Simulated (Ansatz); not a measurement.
# CH7AlO2Si: trial inputs and their diagnosis

Aim: try 3 inputs for CH7AlO2Si as typed, read how each ends, and find what has to change.

The runs use Ansatz 0.2.0, Gaussian basis; the settings change from run to run.

### 1 The relaxed structure

An earlier PBE0-D4 in a triple-zeta def2 set relaxation fixed the geometry.

SMILES `[CH3][Al]([OH])[O][SiH3]`, 12 atoms, charge 0, spin multiplicity 1.

Atoms are counted from 1 here; the program's logs count them from 0.

Bond lengths: C1–Al2 1.933 Å, C1–H6 1.092 Å, C1–H7 1.094 Å, C1–H8 1.094 Å, Al2–O3 1.693 Å, Al2–O4 1.687 Å, O3–H9 0.956 Å, O4–Si5 1.620 Å, Si5–H10 1.488 Å, Si5–H11 1.488 Å, Si5–H12 1.489 Å. Angles: Al2–C1–H6 111.6°, Al2–C1–H7 110.9°, Al2–C1–H8 111.1°, H6–C1–H7 107.9°, H6–C1–H8 108.3°, H7–C1–H8 106.7°, C1–Al2–O3 119.5°, C1–Al2–O4 121.5°, O3–Al2–O4 119.0°, Al2–O3–H9 123.2°, Al2–O4–Si5 173.1°, O4–Si5–H10 110.2°, O4–Si5–H11 110.3°, O4–Si5–H12 110.7°, H10–Si5–H11 108.6°, H10–Si5–H12 108.5°, H11–Si5–H12 108.4°.

### 2 Try 1

Input file in.yaml:

```yaml
crystal:
  periodic: [false, false, false]
  atoms:
    - {symbol: C, position_ang: [2.025312, 0.990444, -0.276739]}
    - {symbol: Al, position_ang: [0.652259, 0.063832, 0.719422]}
    - {symbol: O, position_ang: [0.916764, -0.317034, 2.347971]}
    - {symbol: O, position_ang: [-0.808697, -0.380768, 0.002478]}
    - {symbol: Si, position_ang: [-2.150317, -0.710650, -0.842546]}
    - {symbol: H, position_ang: [2.856269, 1.289035, 0.365191]}
    - {symbol: H, position_ang: [2.425401, 0.355071, -1.072476]}
    - {symbol: H, position_ang: [1.625417, 1.886011, -0.760407]}
    - {symbol: H, position_ang: [0.277018, -0.776847, 2.888824]}
    - {symbol: H, position_ang: [-2.040204, -2.050290, -1.481083]}
    - {symbol: H, position_ang: [-3.339014, -0.709046, 0.052960]}
    - {symbol: H, position_ang: [-2.363209, 0.305241, -1.909695]}
basis:
  gaussian: {orbitals: aug-cc-pVTZ}
total_charge: 2
hamiltonian: {xc: {name: B97}}
output: {forces: true}
```

The run is started by

```console
> ansatz run in.yaml --threads 4 --pin off --events-out ev --progress --plain --max-ram 10444MiB
```

Log (excerpt; [...] marks lines left out):

```text
Functional definition: B97
  name "B97"
  cite "Becke, J. Chem. Phys. 107, 8554 (1997) doi:10.1063/1.475007"
[...]
      + integral(e_c_pw_opposite_spin*poly(b97_u_opposite, cos0, cos1, cos2))
1784 factors; their error is unknown
[...]
mean field -19696.94278480 eV, -723.8492962742 hartree, gradient 1.9e-6 eV, S^2 0.000000; 12 other end points of the search recorded, 0 dependent functions left out
[...]
reference -19696.94281963 eV, -723.8492975539 hartree; 27, 27 occupied and 372, 372 virtual orbitals, 1784 factors
Total energy: -19696.94281963 eV, -723.8492975539 hartree
Atom 0 at     2.025312     0.990444    -0.276739 Å, force     2.110872     1.618756    -2.558383 eV/Å
Atom 1 at     0.652259     0.063832     0.719422 Å, force     0.098930    -0.189888     1.192689 eV/Å
Atom 2 at     0.916764    -0.317034     2.347971 Å, force     0.311837     0.192925     0.001717 eV/Å
Atom 3 at    -0.808697    -0.380768     0.002478 Å, force     0.130690     0.453631    -0.137512 eV/Å
Atom 4 at    -2.150317    -0.710650    -0.842546 Å, force    -0.640598    -2.454790    -0.052512 eV/Å
Atom 5 at     2.856269     1.289035     0.365191 Å, force    -0.192150    -0.350068     1.247700 eV/Å
Atom 6 at     2.425401     0.355071    -1.072476 Å, force    -0.383215    -0.712292     0.006977 eV/Å
Atom 7 at     1.625417     1.886011    -0.760407 Å, force    -0.777371     0.069734     0.169826 eV/Å
Atom 8 at     0.277018    -0.776847     2.888824 Å, force    -0.355948    -0.473560     0.649400 eV/Å
Atom 9 at    -2.040204    -2.050290    -1.481083 Å, force     0.349751     0.102970    -0.365238 eV/Å
Atom 10 at    -3.339014    -0.709046     0.052960 Å, force    -0.470889     0.797510     0.514485 eV/Å
Atom 11 at    -2.363209     0.305241    -1.909695 Å, force    -0.181909     0.945070    -0.669149 eV/Å
Dipole moment:    -0.211222     0.231167    -0.548252 e Å
```

Run time: 60 s. Hardware: 4 threads of Intel Xeon at 2.60GHz, shared host; peak memory 2.1 GiB.

**Diagnosis.** It ended without an error, which proves nothing about the input. The charge is far from anything that the molecule holds. It asks for charge +2; the species has 0. Its energy belongs to another ion. Cure: type the charge that the molecule really has.

### 3 Try 2

Input file in.yaml:

```yaml
crystal:
  periodic: [false, false, false]
  atoms:
    - {symbol: C, position_ang: [2.025312, 0.990444, -0.276739]}
    - {symbol: Al, position_ang: [0.652259, 0.063832, 0.719422]}
    - {symbol: O, position_ang: [0.916764, -0.317034, 2.347971]}
    - {symbol: O, position_ang: [-0.808697, -0.380768, 0.002478]}
    - {symbol: Si, position_ang: [-2.150317, -0.710650, -0.842546]}
    - {symbol: H, position_ang: [2.856269, 1.289035, 0.365191]}
    - {symbol: H, position_ang: [2.425401, 0.355071, -1.072476]}
    - {symbol: H, position_ang: [1.625417, 1.886011, -0.760407]}
    - {symbol: H, position_ang: [0.277018, -0.776847, 2.888824]}
    - {symbol: H, position_ang: [-2.040204, -2.050290, -1.481083]}
    - {symbol: H, position_ang: [-3.339014, -0.709046, 0.052960]}
    - {symbol: H, position_ang: [-2.363209, 0.305241, -1.909695]}
basis:
  gaussian: {orbitals: def2-mTZVP}
magnetization: {spin_polarized: true, initial_magnetization: 1}
hamiltonian: {xc: {name: r2SCAN}, dispersion: d3bjatm}
output: {forces: true}
```

Same command.

Log:

```text
Error: a molecule whose nuclei and cores have a total charge of 56 cannot have a net charge of 0 together with 1 unpaired electrons
```

Run time: 0.05 s. Hardware: 4 threads of Intel Xeon at 2.60GHz, shared host.

What is wrong: Refused before any calculation. The number of unpaired electrons doesn't fit the electron count. Cure: make charge and initial_magnetization agree: an even electron count takes an even number of unpaired electrons.

### 4 Try 3

Input file in.yaml:

```yaml
crystal:
  periodic: [false, false, false]
  atoms:
    - {symbol: C, position_ang: [2.025312, 0.990444, -0.276739]}
    - {symbol: Al, position_ang: [0.652259, 0.063832, 0.719422]}
    - {symbol: O, position_ang: [0.916764, -0.317034, 2.347971]}
    - {symbol: O, position_ang: [-0.808697, -0.380768, 0.002478]}
    - {symbol: Si, position_ang: [-2.150317, -0.710650, -0.842546]}
    - {symbol: H, position_ang: [2.856269, 1.289035, 0.365191]}
    - {symbol: H, position_ang: [2.425401, 0.355071, -1.072476]}
    - {symbol: H, position_ang: [1.625417, 1.886011, -0.760407]}
    - {symbol: H, position_ang: [0.277018, -0.776847, 2.888824]}
    - {symbol: H, position_ang: [-2.040204, -2.050290, -1.481083]}
    - {symbol: H, position_ang: [-3.339014, -0.709046, 0.052960]}
    - {symbol: H, position_ang: [-2.363209, 0.305241, -1.909695]}
basis:
  gaussian: {orbitals: cc-pVDZ, fitting: {mean_field: cc-pVTZ-jkfit}, final_grid: {core_spheres: 20, valence_spheres: 16, degree: 47}}
magnetization: {spin_polarized: true, initial_magnetization: 2}
hamiltonian: {xc: {name: PBEsol}}
multiplicity: 3
output: {forces: true}
```

The command is unchanged.

Log:

```text
Error: YAML parse error: error: line 20 column 1: unknown field `multiplicity`, expected one of crystal, accuracy, basis, kpoints, hamiltonian, magnetization, projection, total_charge, correlation, batch, efield, external_charges, scf, relax, neb, saddle, md, ramp, phonons, dielectric, real_time, elastic, magnetic_configurations, gw, evaluate, workflow, output, checkpoint, execution
  --> <input>:20:1
   |
18 | magnetization: {spin_polarized: true, initial_magnetization: 2}
19 | hamiltonian: {xc: {name: PBEsol}}
20 | multiplicity: 3
   | ^ unknown field `multiplicity`, expected one of crystal, accuracy, basis, kpoints, hamiltonian, magnetization, projection, total_charge, correlation, batch, efield, external_charges, scf, relax, neb, saddle, md, ramp, phonons, dielectric, real_time, elastic, magnetic_configurations, gw, evaluate, workflow, output, checkpoint, execution
21 | output: {forces: true}
   |
```

Wall time 0.05 s (4 threads of Intel Xeon at 2.60GHz, shared host).

**Diagnosis.** The program refused the input. The input holds a key that doesn't belong there. It also asks for charge 0 and multiplicity 3, another species or state than the molecule above. Fix: remove the key, or spell it as the input reference has it, and set charge and spin to those of the species named.

### 5 Summary

```tsv
try	level	ended	cause	time
1	B97/aug-cc-pVTZ	converged	the charge is far from anything that the molecule holds	60 s
2	r2SCAN/def2-mTZVP	refused	the number of unpaired electrons doesn't fit the electron count	0.05 s
3	PBEsol/cc-pVDZ	refused	the input holds a key that doesn't belong there	0.05 s
```

1 converged, 2 refused. A refusal costs next to no computing time. The dangerous case is the input that converges on a wrong geometry, charge, spin, basis or grid: often only a look at the input shows it.
